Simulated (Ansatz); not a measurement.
**WC (septet): geometry optimisation**

Aim: relax a generated start of WC (septet) and see which bonds hold.

Method: UKS PBE0/def2-TZVP; program: Ansatz 0.2.0, Gaussian basis.

### 1 Starting geometry

2 atoms, charge 0, spin multiplicity 7.

Atoms are counted from 1 here; the program's logs count them from 0.

Bond lengths: W1–C2 2.210 Å.

As a file:

| atom | x (Å) | y (Å) | z (Å) |
| --- | --- | --- | --- |
| W1 | 0.0000 | 0.0000 | 0.0000 |
| C2 | 0.0000 | 0.0000 | 2.2100 |

The start is set by covalent radii. Sticks and bond lists go by distance. No spin-orbit coupling is included. Elements past krypton take def2 core potentials.

### 2 Relaxation

Input file in.yaml:

```yaml
crystal:
  periodic: [false, false, false]
  atoms:
    - {symbol: W, position_ang: [0.000000, 0.000000, 0.000000]}
    - {symbol: C, position_ang: [0.000000, 0.000000, 2.210000]}
basis:
  gaussian: {orbitals: def2-TZVP}
magnetization: {spin_polarized: true, initial_magnetization: 6}
hamiltonian: {xc: pbe0}
relax: {f_tol: 0.004, max_steps: 80}
```

Command:

```sh
ansatz run in.yaml --threads 1 --pin off --events-out ev --progress --plain --max-ram 2176MiB
```

Before running it: what results should come out? Wanted: energy gained; shift from the start; total energy; dipole moment; ⟨S²⟩.

**Answer**, as computed:

| quantity | value |
| --- | --- |
| steps | 7 |
| energy gained | 0.237 eV |
| shift from the start (rms) | 0.143 Å |
| total energy | -2852.7137 eV |
| dipole moment | 2.61 D |
| ⟨S²⟩ | 12.083 |

What this shows: The bonds of the start are those of the end. W1–C2 went from 2.210 to 1.923 Å. No vibrations were run, so this is a stationary point, not a proven minimum, and this spin need not be the ground state's.
